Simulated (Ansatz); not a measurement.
Runs of Ansatz 0.2.0 on Ta3AsAu2O13. The typed cell holds 19 atoms: a = 5.402 Å, b = 5.959 Å, c = 8.675 Å, α = 100.05°, β = 94.76°, γ = 109.79°. The cell was built by a generator and needn't be a form met in nature.

```csv
task,spin,k mesh,points for each segment of the path,gap on the mesh (eV),pressure (GPa),largest force (eV/Å)
electric field gradients,off,6 × 5 × 3,-,0.52,0.0,0.01
electron localisation function,off,6 × 5 × 3,-,0.52,0.0,0.01
projected density of states,off,6 × 5 × 3,-,0.52,0.0,0.01
band structure,"SOC, no magnetisation",4 × 4 × 3,10,0.50,(a),0.09
band structure,off,6 × 5 × 3,10,0.52,0.0,0.01
atomic charges,off,6 × 5 × 3,-,0.52,0.0,0.01
```

Alike in all rows: level PBE; potentials or basis Ansatz PAW; cell as given; cutoff (eV) 420; smearing fermi-dirac 0.05 eV.

Task: Estimate the missing entries.

Result: (a) -0.2.

Caveats: spin-orbit coupling is left out, which moves the levels of the heavy elements (some runs); odd divisions of the mesh miss points on the zone boundary, where band edges often lie, so the gap on the mesh can be too wide (some runs); the density of states is complete only up to the lowest level of the last band computed (some runs).

A k mesh can miss the band edges, and rows without SOC leave out spin-orbit coupling on As, Au, Ta.
